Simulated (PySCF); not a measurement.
# BI+: bond curves at several levels of theory

One table from this session's results is given with a row withheld; the runs are named, their logs left out.

Program: PySCF 2.14.0. Level of theory: B x2c-SVPall, I x2c-SVPall, spin-free X2C with a Gaussian nucleus. These are calculated values, not measurements.

The first run:

A driver script around PySCF takes these settings:

```
atoms                         : B, I
charge                        : 1
basis                         : B x2c-SVPall, I x2c-SVPall
Hamiltonian                   : spin-free X2C with a Gaussian nucleus
basis functions               : 50
electrons treated             : 57
masses in u                   : 11.0093, 126.9045
levels                        : PBE0, PBE, r²SCAN, M06-2X, TPSSh, BLYP, HF, MP2, SCS-MP2, CCSD, CCSD(T)
grid                          : 80 radial by 434 angular points
occupations                   : held fixed by the projection of orbital angular momentum
dissociation limit            : B+ + I, each in its ground configuration
starting distance in angstrom : 2.225
values of 2S to try           : 1, 3
```

On the command line:

```
$ OMP_NUM_THREADS=1 python dia.py task.json out
```

Steps of the session up to this table: The job; The PBE0 curve of the state that the search chose; Other states along the same grid; PBE (GGA); r²SCAN; M06-2X; TPSSh; BLYP; UHF (mean field); Adding correlation.

One table of the session follows, with a row left open; its other results are not shown here.

It belongs to the step «Constants by level of theory». 

```
      level  Re (Å)  ωe (cm⁻¹)  De (eV)
        UHF   1.966        811     2.21
    UHF-MP2   1.955        861     3.05
UHF-SCS-MP2   1.961        840     2.76
   UHF-CCSD   1.967        803     2.44
UHF-CCSD(T)   1.972        801     2.66
        PBE   1.973        791     3.84
       BLYP   1.987        763     3.56
     r²SCAN   1.965        813     3.76
      TPSSh       ?          ?        ?
       PBE0   1.959        819     3.50
     M06-2X   1.955        820     2.79
```

Estimate the missing values for TPSSh.

As computed: Re (Å): 1.968; ωe (cm⁻¹): 799; De (eV): 3.55. In the column «Re (Å)» it lies between UHF-CCSD (1.967) and UHF-CCSD(T) (1.972).
